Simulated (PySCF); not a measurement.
# F4Zr: the cost of one run

Method: levels as typed in each script, gas phase, geometry from GFN2-xTB; program: PySCF 2.14.0.

## Step 1: Starting geometry

SMILES `F[Zr](F)(F)F`, 5 atoms, charge 0, spin multiplicity 1.

Bond lengths: F1–Zr2 1.843 Å, Zr2–F3 1.842 Å, Zr2–F4 1.843 Å, Zr2–F5 1.843 Å. Angles: F1–Zr2–F3 109.5°, F1–Zr2–F4 109.5°, F1–Zr2–F5 109.5°, F3–Zr2–F4 109.5°, F3–Zr2–F5 109.5°, F4–Zr2–F5 109.4°.

Coordinates:

| atom | x (Å) | y (Å) | z (Å) |
| --- | --- | --- | --- |
| F1 | 1.0639 | -1.1223 | -1.0021 |
| Zr2 | 0.0001 | 0.0001 | 0.0001 |
| F3 | 1.0641 | 1.1220 | 1.0018 |
| F4 | -1.0642 | -1.0023 | 1.1218 |
| F5 | -1.0642 | 1.0022 | -1.1220 |

## Step 2: Density, bond paths and surface potential (wB97X/def2-tzvp)

input.py

```python
import numpy as np
from pyscf import gto, scf, dft
from pyscf.scf import atom_ks, atom_hf
from scipy.linalg import block_diag

def solve(mol, dm0=None, hcore=None):
    mf = (dft.UKS if mol.spin else dft.RKS)(mol, xc='wb97x')
    mf.grids.level = 3
    mf = mf.density_fit(auxbasis='def2-universal-jkfit')
    mf.conv_tol, mf.max_cycle = 1e-8, 80
    if hcore is not None:
        mf.get_hcore = lambda *args: hcore
    mf.kernel(dm0)
    if not mf.converged:
        mf = mf.newton().run(mf.mo_coeff, mf.mo_occ, max_cycle=30)
    assert mf.converged, 'SCF not converged'
    return mf

mol = gto.M(atom='''
F      1.06395    -1.12232    -1.00212
Zr     0.00007     0.00009     0.00013
F      1.06407     1.12205     1.00179
F     -1.06418    -1.00229     1.12175
F     -1.06416     1.00218    -1.12199
''', basis='def2-tzvp', ecp={'Zr': 'def2-tzvp'}, charge=0, spin=0, verbose=4)
mf = solve(mol)
mf.analyze()
# spherically averaged free atoms, for the promolecule
atom_ks.AtomSphAverageRKS.init_guess_by_vsap = lambda self, mol=None: self.init_guess_by_minao(mol)  # core potentials
atm = atom_ks.get_atm_nrks(mol, xc='wb97x')
pro = block_diag(*[(atm[a[0]][2] * atm[a[0]][3]) @ atm[a[0]][2].T for a in mol._atom])
np.savez('result.npz', e=mf.e_tot, c=mf.mo_coeff, occ=mf.mo_occ, eps=mf.mo_energy, pro=pro, dip=mf.dip_moment(verbose=0), s2=mf.spin_square()[0])
```

Command:

```bash
> OMP_NUM_THREADS=1 python input.py
```

What time and memory should one allow on 1 thread of Intel Xeon Platinum 8259CL at 2.50GHz (Skylake/Cascade Lake), shared host?

About 14 s, with a peak of 0.63 GiB.
